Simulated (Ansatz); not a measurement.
# C₂H₈AlClO: how energies converge with the basis set

How large a basis does C₂H₈AlClO need? Two functionals are run in growing sets.

Computed with Ansatz 0.2.0, Gaussian basis. Level: one geometry, several basis sets.

Levels to be run: PBE0-D4/def2-SVP; ωB97M-V/def2-SVP; PBE0-D4/def2-QZVPP; ωB97M-V/def2-QZVPP; the functionals' def2-TZVPP values are taken from earlier runs.

## Step 1: The relaxed structure

The geometry comes from an earlier relaxation with PBE0-D4 in a triple-zeta def2 set; it is a stationary point, not always the lowest conformer.

13 atoms, charge 0, spin multiplicity 1.

Atoms are counted from 1 here; the program's logs count them from 0.

Bond lengths: C1–Al2 1.948 Å, C1–H6 1.095 Å, C1–H7 1.094 Å, C1–H8 1.095 Å, Al2–C3 1.958 Å, Al2–O4 2.017 Å, Al2–Cl5 2.172 Å, C3–H9 1.095 Å, C3–H10 1.096 Å, C3–H11 1.095 Å, O4–H12 0.964 Å, O4–H13 0.969 Å. Angles: Al2–C1–H6 111.9°, Al2–C1–H7 111.9°, Al2–C1–H8 111.0°, H6–C1–H7 107.7°, H6–C1–H8 107.0°, H7–C1–H8 107.0°, C1–Al2–C3 123.3°, C1–Al2–O4 105.0°, C1–Al2–Cl5 114.5°, C3–Al2–O4 100.3°, C3–Al2–Cl5 114.8°, O4–Al2–Cl5 90.9°, Al2–C3–H9 113.0°, Al2–C3–H10 112.4°, Al2–C3–H11 110.4°, H9–C3–H10 108.0°, H9–C3–H11 106.4°, H10–C3–H11 106.3° and more.

## Step 2: PBE0-D4 in def2-SVP

The input, in.yaml:

```yaml
crystal:
  periodic: [false, false, false]
  atoms:
    - {symbol: C, position_ang: [-1.802931, 0.041339, -0.753430]}
    - {symbol: Al, position_ang: [0.110226, 0.121370, -0.393217]}
    - {symbol: C, position_ang: [1.129097, -1.377709, 0.347781]}
    - {symbol: O, position_ang: [0.304230, 1.462956, 1.100235]}
    - {symbol: Cl, position_ang: [1.228875, 1.407495, -1.740057]}
    - {symbol: H, position_ang: [-2.358858, -0.389184, 0.085716]}
    - {symbol: H, position_ang: [-2.221926, 1.030715, -0.958276]}
    - {symbol: H, position_ang: [-2.011874, -0.581398, -1.629257]}
    - {symbol: H, position_ang: [2.163664, -1.113202, 0.589796]}
    - {symbol: H, position_ang: [0.666046, -1.791859, 1.250676]}
    - {symbol: H, position_ang: [1.181618, -2.198779, -0.374698]}
    - {symbol: H, position_ang: [0.871743, 1.147492, 1.813151]}
    - {symbol: H, position_ang: [0.760487, 2.205967, 0.676378]}
basis:
  gaussian: {orbitals: def2-SVP}
hamiltonian: {xc: pbe0, dispersion: d4}
output: {orbitals: {seedname: orbitals}}
```

Command:

```sh
$ ansatz run in.yaml --threads 4 --pin off --events-out ev --progress --plain --max-ram 10444MiB
```

Further steps of the session: ωB97M-V in def2-SVP; PBE0-D4 in def2-QZVPP; ωB97M-V in def2-QZVPP.

Before running them: what should the planned runs give, taken together? Wanted: PBE0-D4: double and triple zeta above quadruple; ωB97M-V: double and triple zeta above quadruple.

As calculated:

| quantity | value |
| --- | --- |
| PBE0-D4: double and triple zeta above quadruple | 12.45, 0.83 eV |
| ωB97M-V: double and triple zeta above quadruple | 12.58, 0.80 eV |

In words: For PBE0-D4 the step from double to triple zeta gains 11.62 eV and the next only 0.83 eV. Total energies overstate the basis error of differences, where much of it tends to cancel. The LUMO of ωB97M-V is positive and keeps falling with the basis (1.78 to 0.55 eV): an unbound level that the basis holds in place.
